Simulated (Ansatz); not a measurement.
# SrSnP: the cost of one run

Method: DFT PBEsol, scalar-relativistic, plane waves, PAW, in Ansatz 0.2.0.

1 further run of the same task is left out (set aside as unsound or not needed).

### 1 Starting point

It takes space group P4/nmm (No. 129, tetragonal). Conventional cell: a = 4.321 Å, b = 4.321 Å, c = 8.888 Å, α = 90.00°, β = 90.00°, γ = 90.00°. Sr (site symmetry 4mm) is surrounded by 5 P at 3.01 to 3.06 Å and 1 Sn at 3.42 Å. Sn (site symmetry 4mm) has 1 P at 2.46 Å in its first shell of neighbours. P (site symmetry 4mm) is surrounded by 1 Sn at 2.46 Å and 5 Sr at 3.01 to 3.06 Å.

Structure file:

```cif
data_structure
_symmetry_space_group_name_H-M 'P4/nmm:1'
_symmetry_Int_Tables_number 129
_cell_length_a 4.3212
_cell_length_b 4.3212
_cell_length_c 8.8881
_cell_angle_alpha 90.000
_cell_angle_beta 90.000
_cell_angle_gamma 90.000
_cell_volume 165.97
loop_
_atom_site_label
_atom_site_type_symbol
_atom_site_symmetry_multiplicity
_atom_site_Wyckoff_symbol
_atom_site_fract_x
_atom_site_fract_y
_atom_site_fract_z
_atom_site_occupancy
Sr1 Sr 2 c 0.00000 0.50000 0.66753 1
Sn1 Sn 2 c 0.50000 0.00000 0.94795 1
P1 P 2 c 0.00000 0.50000 0.32872 1
```

It goes back to an entry of the Materials Project, which need not be the stable form.

It is the result of an earlier relaxation at this level (volume 27.66 Å³/atom; gap on the mesh: none (metal)).

### 2 Electronic structure at the relaxed geometry

Input file input.yaml:

```yaml
crystal:
  lattice:
    - [4.321196379, 0.0, 0.0]
    - [0.0, 4.321196379, 0.0]
    - [0.0, 0.0, 8.8881104376]
  atoms:
    - { symbol: Sr, position: [0.0, 0.5, 0.6675254326] }
    - { symbol: Sr, position: [0.5, 0.0, 0.3324745674] }
    - { symbol: Sn, position: [0.5, 0.0, 0.9479529186] }
    - { symbol: Sn, position: [0.0, 0.5, 0.0520470814] }
    - { symbol: P, position: [0.0, 0.5, 0.3287222807] }
    - { symbol: P, position: [0.5, 0.0, 0.6712777193] }
basis:
  ecutwfc: 420
kpoints:
  mp_grid: { grid: [8, 8, 4] }
  band_path:
    path:
      - [[0.0, 0.0, 0.0], [0.0, 0.5, 0.0], [0.5, 0.5, 0.0], [0.0, 0.0, 0.0], [0.0, 0.0, 0.5], [0.0, 0.5, 0.5], [0.5, 0.5, 0.5], [0.0, 0.0, 0.5]]
      - [[0.0, 0.5, 0.0], [0.0, 0.5, 0.5]]
      - [[0.5, 0.5, 0.0], [0.5, 0.5, 0.5]]
    npoints: 14
hamiltonian:
  xc: pbesol
scf:
  occupations: { method: gaussian, width: 0.1 }
  n_extra_bands: 15
output:
  forces: true
  stress: true
  eigenvalues: true
  populations: true
  dos: { projected: true, de: 0.02, nscf_kmesh: { grid: [12, 12, 6] } }
  bader: true
  write_density: true
  write_potential: true
  elf: true
  volumetric_format: npy
```

Command:

```
> ansatz run input.yaml --threads 2 --pin off --max-ram 5120MiB --backend cpu --events-out ev --progress --plain --runs-dir out
```

Q: Estimate wall time and peak memory on 2 threads of AMD EPYC 9R45 (Zen 5), shared host.

About 33 s, with a peak of 0.86 GiB.
